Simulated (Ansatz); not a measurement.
# GaF (Pm-3m) in Ansatz: further runs

One crystal, GaF, is run at these levels: PBE, PBEsol; tasks: elastic constants, Born charges and dielectric tensor, phonons.

Everything below comes from runs of Ansatz 0.2.0. Logs are shortened: lines on timing, memory, paths and dates and some standing lists are left out, and cuts for length are marked.

## 1. The crystal as given

The structure is cubic, space group Pm-3m (No. 221). Conventional cell: a = 3.166 Å, b = 3.166 Å, c = 3.166 Å, α = 90.00°, β = 90.00°, γ = 90.00°. Ga (site symmetry m-3m) has 8 F at 2.74 Å as nearest neighbours. F (site symmetry m-3m) has 8 Ga at 2.74 Å as nearest neighbours.

The cell was built by a generator and needn't be a form met in nature.

## 2. Elastic constants, PBE

input.yaml

```yaml
crystal:
  lattice:
    - [3.16592, 0.0, 0.0]
    - [0.0, 3.16592, 0.0]
    - [0.0, 0.0, 3.16592]
  atoms:
    - { symbol: Ga, position: [0.0, 0.0, 0.0] }
    - { symbol: F, position: [0.5, 0.5, 0.5] }
hamiltonian:
  xc: pbe
  pseudopotentials: { kind: paw }
kpoints:
  mp_grid: { grid: [6, 6, 6] }
scf:
  occupations: { method: fixed }
output:
  forces: true
  stress: true
elastic:
  mode: relaxed_ion
  stencil: two_point
```

Potentials or basis: Ansatz PAW.

Started as:

```
$ ansatz run input.yaml --threads 2 --pin off --max-ram 5632MiB --backend cpu --events-out ev --progress --plain --runs-dir out
```

Log:

```text
Warning: RAYON_NUM_THREADS=2 ignored (pool sized by the plan → 2); use --threads N
Engine: ansatz 0.2.0, aarch64-unknown-linux-gnu
Pseudopotentials: kind: paw
Pseudopotential: Ga, paw, valence charge 13, recommended cutoff 420 eV (normal), Ga.paw.azcp
Pseudopotential: F, paw, valence charge 7, recommended cutoff 420 eV (normal), F.paw.azcp
Functional definition: PBE
  parameter kappa = 0.804
  parameter beta = 0.06672455060314922
  exchange = pbe_x(kappa = kappa, mu = beta*pi^2/3)
  correlation = pbe_c(beta = beta)
Crystal: 2 atoms, lattice volume = 31.732 Å³
Basis set: ecut = 420 eV, 619 PW (Γ), exchange–correlation on 48×48×48 points (8 copies of the dense FFT grid, shifted against one another)
Bands: 14, of which v1, the nominal top of the filled ones, is band 10 counted from 1 (9 counted from 0)
Symmetry: 48 space group operations
Space group: Pm-3m (ITA 221), of the structure as read, at distance tolerance 3.2e-5 Å
k-points: 20 of 216
Non-local potential: Ga, projectors of the file, l = 0: 2, l = 1: 2, l = 2: 3, l = 3: 1
Non-local potential: F, projectors of the file, l = 0: 2, l = 1: 2, l = 2: 1
PAW form: soft (Blöchl's): semilocal exchange-correlation on the pseudo side does not see the compensation charge
PAW one-centre angular grid: Ga, 590 points (default); XC on 64 Gauss nodes
PAW one-centre angular grid: F, 110 points (default); XC on 64 Gauss nodes
Initial density: superposition of atomic densities (neutral atoms: chi_scale 0, normalization atom), corrected by the library's trained network
Initial wavefunctions: pseudopotential atomic-orbital guess
Functional: x = pbe(κ = 0.804, μ = 0.2195149727645171), c = pbe(β = 0.06672455060314922)
SCF iter   1: F=—  HF=-4591.291271 eV  |F-HF|=—  |Δ(HF+E_count)|=         —  Δρ=1.14e-3  dr2=2.56e-4  ethr=1.77e-3  ⟨swp⟩=4.0  Hψ=1240  notcnv=0  defer=31
preconditioner: auto → none  [insulator: Δε(μ)=0.336 eV  Ē_g=17.720 eV  n_scr=6 (ndim 8)  ℏωp=29.5 eV  f_vac=0.000  ε∞_Penn≈3.8]
SCF iter   2: F=—  HF=-4591.291296 eV  |F-HF|=—  |Δ(HF+E_count)|=   2.50e-5  Δρ=1.10e-3  dr2=1.59e-4  ethr=1.28e-6  ⟨swp⟩=2.0  Hψ=669  notcnv=0  defer=35
SCF iter   3: F=—  HF=-4591.291338 eV  |F-HF|=—  |Δ(HF+E_count)|=   4.22e-5  Δρ=4.69e-4  dr2=2.88e-5  ethr=7.93e-7  ⟨swp⟩=2.9  Hψ=504  notcnv=0  defer=21
SCF iter   4: F=—  HF=-4591.291369 eV  |F-HF|=—  |Δ(HF+E_count)|=   3.14e-5  Δρ=2.00e-4  dr2=9.70e-6  ethr=1.44e-7  ⟨swp⟩=2.0  Hψ=480  notcnv=0  defer=20
SCF iter   5: F=—  HF=-4591.291358 eV  |F-HF|=—  |Δ(HF+E_count)|=   1.18e-5  Δρ=6.42e-5  dr2=6.82e-7  ethr=4.85e-8  ⟨swp⟩=2.0  Hψ=454  notcnv=0
SCF iter   6: F=—  HF=-4591.291369 eV  |F-HF|=—  |Δ(HF+E_count)|=   1.16e-5  Δρ=2.66e-5  dr2=1.10e-7  ethr=3.41e-9  ⟨swp⟩=2.0  Hψ=457  notcnv=0
SCF iter   7: F=—  HF=-4591.291369 eV  |F-HF|=—  |Δ(HF+E_count)|=   4.56e-8  Δρ=1.26e-5  dr2=2.49e-8  ethr=5.51e-10  ⟨swp⟩=2.0  Hψ=374  notcnv=0
SCF iter   8: F=—  HF=-4591.291369 eV  |F-HF|=—  |Δ(HF+E_count)|=   1.68e-8  Δρ=1.37e-6  dr2=2.98e-10  ethr=1.25e-10  ⟨swp⟩=2.0  Hψ=433  notcnv=0
SCF iter   9: F=—  HF=-4591.291369 eV  |F-HF|=—  |Δ(HF+E_count)|=  1.97e-10  Δρ=9.46e-8  dr2=1.52e-12  ethr=1.49e-12  ⟨swp⟩=2.0  Hψ=448  notcnv=0
SCF iter  10: F=-4591.291369 eV  HF=-4591.291369 eV  |F-HF|=9.09e-13  |Δ(HF+E_count)|=  9.09e-13  Δρ=3.01e-9  dr2=1.70e-15  ethr=1.00e-12  ⟨swp⟩=3.8  Hψ=1366  notcnv=0
SCF 1 converged in 10 iterations: F = -4591.291369 eV  dr2 = 1.70e-15
Crystal: 2 atoms, lattice volume = 31.669 Å³
Symmetry: 16 space group operations
k-points: 40 of 216
Initial density: handed on by an earlier stage of this run
Initial wavefunctions: those handed on with the density
iter 1 solved again at ethr=1.81e-7 eV; its pass at ethr=3.10e-3 eV (dr2=3.63e-5 eV) is discarded
SCF iter   1: F=—  HF=-4591.291371 eV  |F-HF|=—  |Δ(HF+E_count)|=         —  Δρ=3.10e-4  dr2=3.85e-5  ethr=1.81e-7  ⟨swp⟩=2.0  Hψ=2992  notcnv=0  defer=40
preconditioner: auto → none  [insulator: Δε(μ)=0.317 eV  Ē_g=17.724 eV  n_scr=6 (ndim 8)  ℏωp=29.5 eV  f_vac=0.000  ε∞_Penn≈3.8]
SCF iter   2: F=—  HF=-4591.291337 eV  |F-HF|=—  |Δ(HF+E_count)|=   3.47e-5  Δρ=3.67e-4  dr2=2.58e-5  ethr=1.81e-7  ⟨swp⟩=2.0  Hψ=968  notcnv=0  defer=13
SCF iter   3: F=—  HF=-4591.291330 eV  |F-HF|=—  |Δ(HF+E_count)|=   6.35e-6  Δρ=5.82e-5  dr2=1.02e-6  ethr=1.29e-7  ⟨swp⟩=2.0  Hψ=721  notcnv=0  defer=1
SCF iter   4: F=—  HF=-4591.291330 eV  |F-HF|=—  |Δ(HF+E_count)|=   2.54e-7  Δρ=7.76e-6  dr2=1.16e-8  ethr=5.09e-9  ⟨swp⟩=2.4  Hψ=885  notcnv=0
SCF iter   5: F=—  HF=-4591.291330 eV  |F-HF|=—  |Δ(HF+E_count)|=   1.30e-9  Δρ=3.95e-6  dr2=2.11e-9  ethr=5.79e-11  ⟨swp⟩=2.0  Hψ=921  notcnv=0
SCF iter   6: F=—  HF=-4591.291330 eV  |F-HF|=—  |Δ(HF+E_count)|=   2.56e-9  Δρ=4.57e-7  dr2=3.11e-11  ethr=1.05e-11  ⟨swp⟩=2.1  Hψ=734  notcnv=0
SCF iter   7: F=—  HF=-4591.291330 eV  |F-HF|=—  |Δ(HF+E_count)|=  2.82e-11  Δρ=3.93e-8  dr2=2.81e-13  ethr=1.55e-13 (applied; sched 1.00e-12)  ⟨swp⟩=2.5  Hψ=880  notcnv=0
SCF iter   8: F=-4591.291330 eV  HF=-4591.291330 eV  |F-HF|=9.09e-13  |Δ(HF+E_count)|=    0.00e0  Δρ=2.49e-9  dr2=1.02e-15  ethr=1.00e-12  ⟨swp⟩=4.0  Hψ=1753  notcnv=0
SCF 2 converged in 8 iterations: F = -4591.291330 eV  dr2 = 1.02e-15
Crystal: 2 atoms, lattice volume = 31.796 Å³
iter 1 solved again at ethr=1.20e-11 eV; its pass at ethr=3.10e-3 eV (dr2=2.39e-9 eV) is discarded
SCF iter   1: F=—  HF=-4591.291362 eV  |F-HF|=—  |Δ(HF+E_count)|=         —  Δρ=3.65e-6  dr2=1.39e-9  ethr=1.20e-11  ⟨swp⟩=2.6  Hψ=3093  notcnv=0  defer=40
preconditioner: auto → none  [insulator: Δε(μ)=0.350 eV  Ē_g=17.702 eV  n_scr=6 (ndim 8)  ℏωp=29.5 eV  f_vac=0.000  ε∞_Penn≈3.8]
SCF iter   2: F=—  HF=-4591.291331 eV  |F-HF|=—  |Δ(HF+E_count)|=   3.15e-5  Δρ=1.85e-6  dr2=3.70e-10  ethr=6.97e-12  ⟨swp⟩=2.0  Hψ=960  notcnv=0  defer=40
SCF iter   3: F=—  HF=-4591.291331 eV  |F-HF|=—  |Δ(HF+E_count)|=   1.73e-9  Δρ=1.14e-6  dr2=2.08e-10  ethr=1.85e-12  ⟨swp⟩=2.0  Hψ=960  notcnv=0  defer=40
SCF iter   4: F=—  HF=-4591.291331 eV  |F-HF|=—  |Δ(HF+E_count)|=  2.73e-10  Δρ=2.06e-7  dr2=6.41e-12  ethr=1.04e-12  ⟨swp⟩=2.0  Hψ=957  notcnv=0  defer=40
SCF iter   5: F=—  HF=-4591.291331 eV  |F-HF|=—  |Δ(HF+E_count)|=  7.28e-12  Δρ=6.57e-8  dr2=3.68e-13  ethr=3.21e-14 (applied; sched 1.00e-12)  ⟨swp⟩=2.0  Hψ=910  notcnv=0  defer=40
SCF iter   6: F=-4591.291331 eV  HF=-4591.291331 eV  |F-HF|=9.09e-13  |Δ(HF+E_count)|=  9.09e-13  Δρ=1.51e-8  dr2=2.81e-14  ethr=1.00e-12  ⟨swp⟩=4.0  Hψ=1806  notcnv=0
SCF 3 converged in 6 iterations: F = -4591.291331 eV  dr2 = 2.81e-14
Symmetry: 8 space group operations
k-points: 52 of 216
iter 1 solved again at ethr=7.53e-9 eV; its pass at ethr=3.10e-3 eV (dr2=1.51e-6 eV) is discarded
SCF iter   1: F=—  HF=-4591.291401 eV  |F-HF|=—  |Δ(HF+E_count)|=         —  Δρ=9.91e-5  dr2=8.16e-7  ethr=7.53e-9  ⟨swp⟩=2.1  Hψ=3953  notcnv=0  defer=52
preconditioner: auto → none  [insulator: Δε(μ)=0.339 eV  Ē_g=17.712 eV  n_scr=6 (ndim 8)  ℏωp=29.5 eV  f_vac=0.000  ε∞_Penn≈3.8]
SCF iter   2: F=—  HF=-4591.291370 eV  |F-HF|=—  |Δ(HF+E_count)|=   3.09e-5  Δρ=4.44e-5  dr2=1.63e-7  ethr=4.08e-9  ⟨swp⟩=1.0  Hψ=728  notcnv=0  defer=52
SCF iter   3: F=—  HF=-4591.291370 eV  |F-HF|=—  |Δ(HF+E_count)|=   6.52e-9  Δρ=1.86e-6  dr2=4.45e-10  ethr=8.13e-10  ⟨swp⟩=2.0  Hψ=948  notcnv=0  defer=52
SCF iter   4: F=—  HF=-4591.291370 eV  |F-HF|=—  |Δ(HF+E_count)|=  3.97e-10  Δρ=2.31e-6  dr2=1.19e-9  ethr=2.23e-12  ⟨swp⟩=2.0  Hψ=1248  notcnv=0  defer=52
SCF iter   5: F=—  HF=-4591.291370 eV  |F-HF|=—  |Δ(HF+E_count)|=  2.84e-10  Δρ=1.43e-7  dr2=4.96e-12  ethr=2.23e-12  ⟨swp⟩=2.0  Hψ=1241  notcnv=0  defer=52
SCF iter   6: F=—  HF=-4591.291370 eV  |F-HF|=—  |Δ(HF+E_count)|=  1.82e-12  Δρ=5.66e-8  dr2=5.78e-13  ethr=2.48e-14 (applied; sched 1.00e-12)  ⟨swp⟩=2.0  Hψ=1193  notcnv=0  defer=52
SCF iter   7: F=-4591.291370 eV  HF=-4591.291370 eV  |F-HF|=0.00e0  |Δ(HF+E_count)|=    0.00e0  Δρ=1.60e-8  dr2=4.73e-14  ethr=1.00e-12  ⟨swp⟩=4.0  Hψ=2426  notcnv=0
SCF 4 converged in 7 iterations: F = -4591.291370 eV  dr2 = 4.73e-14
iter 1 solved again at ethr=1.00e-12 eV; its pass at ethr=3.10e-3 eV (dr2=1.26e-10 eV) is discarded
SCF iter   1: F=—  HF=-4591.291401 eV  |F-HF|=—  |Δ(HF+E_count)|=         —  Δρ=1.51e-6  dr2=1.16e-10  ethr=1.00e-12  ⟨swp⟩=2.2  Hψ=4004  notcnv=0  defer=52
SCF iter   2: F=—  HF=-4591.291370 eV  |F-HF|=—  |Δ(HF+E_count)|=   3.08e-5  Δρ=8.18e-7  dr2=5.67e-11  ethr=5.80e-13 (applied; sched 1.00e-12)  ⟨swp⟩=2.0  Hψ=1249  notcnv=0  defer=52
SCF iter   3: F=—  HF=-4591.291370 eV  |F-HF|=—  |Δ(HF+E_count)|=  3.91e-10  Δρ=5.28e-7  dr2=3.22e-11  ethr=2.84e-13 (applied; sched 1.00e-12)  ⟨swp⟩=2.0  Hψ=1248  notcnv=0  defer=52
SCF iter   4: F=—  HF=-4591.291370 eV  |F-HF|=—  |Δ(HF+E_count)|=  1.27e-10  Δρ=1.55e-7  dr2=9.46e-13  ethr=1.61e-13 (applied; sched 1.00e-12)  ⟨swp⟩=2.0  Hψ=1083  notcnv=0  defer=52
SCF iter   5: F=-4591.291370 eV  HF=-4591.291370 eV  |F-HF|=0.00e0  |Δ(HF+E_count)|=  2.36e-11  Δρ=2.04e-8  dr2=3.20e-14  ethr=1.00e-12  ⟨swp⟩=2.2  Hψ=2707  notcnv=0
SCF 5 converged in 5 iterations: F = -4591.291370 eV  dr2 = 3.20e-14
SCF converged after 10 iterations
Free energy (F): -4591.291369 eV
Harris-Foulkes:  -4591.291369 eV  (|F-HF|=9.09e-13)
Internal energy: -4591.291369 eV  (E = F + TS)
E sigma→0 (E₀):  -4591.291369 eV
Fermi energy:    5.868622 eV
--- Per-component energies (eV) ---
  E_band       = -98.772370
  E_kinetic    = 317.833190
  E_local      = -2380.511133  (includes V_loc(G=0)·N_el)
  E_nonlocal   = 493.139494
  E_hartree    = 1047.198567
  E_xc         = -149.079296
  E_vxc        = -159.722285  (∫ρ·V_xc dr)
  E_paw        = -2181.313673  (= ΣΔE_a)
  E_vpaw       = -463.910770  (= ΣTr[D̂ρ^β])
  E_aug_tail   = 0.001999  (compensation charges beyond the density's cutoff)
  E_ewald      = -1738.560515
  E_smearing   = -0.000000  (= −TS)
  E_closure    = -0.000000  (closes the sum)
  Σ components = -4591.291369   (vs F -4591.291369, Δ=0.00e0)
--- Forces (eV/Å), atoms counted from 1 ---
  atom   1  Ga    -0.00000000     0.00000000     0.00000000
  atom   2  F      0.00000000     0.00000000     0.00000000
  max |Σ_I F_I| component: 3.31e-29 eV/Å
--- Stress (GPa, compression-positive) ---
        0.164144      -0.000000      -0.000000
       -0.000000       0.164144      -0.000000
        0.000000       0.000000       0.164144
  P = ⅓ Tr σ = 0.1641 GPa (1.641 kbar)
--- Band table (eV; the first three rows and the last of 20) ---
  k-point 0: bands = ["-16.3780", "-8.4600", "-8.4600", "-8.2927", "-8.2927", "-8.2927", "-0.2070", "2.4158", "2.4158", "2.4158", "14.1909", "14.1909", "14.1909", "15.6232"]
  k-point 1: bands = ["-16.3418", "-8.4576", "-8.4303", "-8.3047", "-8.3047", "-8.2917", "-0.4105", "2.4824", "2.4824", "2.7695", "11.3007", "14.2297", "14.2297", "15.9965"]
  k-point 2: bands = ["-16.2682", "-8.4528", "-8.3724", "-8.3286", "-8.3286", "-8.2898", "-0.7847", "2.6181", "2.6181", "3.7951", "8.2144", "14.3000", "14.3000", "17.0946"]
  k-point 19: bands = ["-16.0244", "-8.4018", "-8.4018", "-8.4018", "-8.2522", "-8.2522", "1.8551", "1.8551", "1.8551", "5.8686", "8.2128", "8.2128", "8.2128", "17.7835"]
--- Elastic constants: 2 strain directions × 2 members + reference (group order 48) ---
  dense FFT box of the reference and of every strained cell: 24×24×24
  strains applied: 11, 23; error gains: componentwise 1.00 (the most a stress slope's error grows in a printed constant), spectral 1.73 (1 for all six strains in a standard setting)
  C = ∂σ_k/∂η_j (tension-positive GPa; Voigt order 11 22 33 23 13 12):
        67.977     34.753     34.753     -0.000     -0.000     -0.000
        34.753     67.977     34.753     -0.000     -0.000     -0.000
        34.753     34.753     67.977     -0.000     -0.000     -0.000
         0.000      0.000      0.000     -3.780     -0.000     -0.000
         0.000      0.000     -0.000     -0.000     -3.780     -0.000
         0.000     -0.000      0.000     -0.000     -0.000     -3.780
  reference stress σ⁰ (GPa):     -0.164     -0.164     -0.164      0.000      0.000      0.000
  C* (energy form; C + prestress term) asymmetry max|C*_kj − C*_jk| = 1.421e-14 GPa — a small one proves nothing (zero by symmetry where the batch's group is 432, −43m or m−3m); a large one is finite-difference/SCF noise where every solve meets its electron count
  moduli (Voigt/Reuss/Hill, GPa): K = 45.83/45.83/45.83   G = 4.38/-7.43/-1.52   E = -4.62   ν = 0.517
  mechanically stable: NO (min eigenvalue of sym C = -3.78 GPa)
  strain η (Voigt 11):  stress-route row diagonal C_11 = 67.98 GPa, energy-path curvature d²(F+E_count+ΔE)/dδ²/Ω₀ = 69.81 GPa
         δ    σ_11 (GPa)             F (eV)   n_scf  n_hpsi   n_pw
    -2.000e-3      -0.3000       -4591.2913299       8   10494    630   relax 0 steps, max|allowed force component| 5.92e-30 eV/Å
     2.000e-3      -0.0281       -4591.2913309       6    9324    632   relax 0 steps, max|allowed force component| 4.73e-30 eV/Å
  strain η (Voigt 23):  stress-route row diagonal C_44 = -3.78 GPa, energy-path curvature d²(F+E_count+ΔE)/dδ²/Ω₀ = -3.20 GPa
         δ    σ_23 (GPa)             F (eV)   n_scf  n_hpsi   n_pw
    -2.000e-3       0.0076       -4591.2913698       7   12563    632   relax 0 steps, max|allowed force component| 9.20e-29 eV/Å
     2.000e-3      -0.0076       -4591.2913698       5   11123    632   relax 0 steps, max|allowed force component| 1.90e-29 eV/Å
```

It took 2.7 s on 2 threads of Arm Neoverse V2, shared host; peak memory 0.29 GiB.

What came out:

```yaml
Free_energy: -4591.2914 eV
Pressure: 0.2 GPa
Band_gap_on_the_k_mesh: 0.34 eV, indirect (least direct gap 1.13 eV)
Elastic_constants_C11_C12_C44: 68, 35, -4 GPa
Voigt_bulk_modulus: 46 GPa
```

Levels at points of the mesh, in eV from the valence-band top:
```
              k point  band 8  band 9  band 10  band 11  band 12  band 13
   (0.00, 0.00, 0.00)   -3.45   -3.45    -3.45     8.32     8.32     8.32
  (0.00, 0.00, -0.50)   -3.18   -3.18    -0.79     0.34     8.46     8.46
 (0.00, -0.50, -0.50)   -4.87   -3.09    -2.64     3.44     3.44     9.14
(-0.50, -0.50, -0.50)   -4.01   -4.01     0.00     2.34     2.34     2.34
```

Elastic tensor in Voigt notation (GPa, in the Cartesian axes of the cell as first typed):
```
68 35 35  0  0  0
35 68 35  0  0  0
35 35 68  0  0  0
 0  0  0 -4  0  0
 0  0  0  0 -4  0
 0  0  0  0  0 -4
```

Caveat: the elastic tensor has a negative eigenvalue, so either the cell is unstable as it stands or the mesh is too thin; the pressure holds a Pulay correction of +0.4 GPa for the finite cutoff. As with any semilocal functional, this PBE gap is likely too small.

(Part 1 of 3 ends here.)
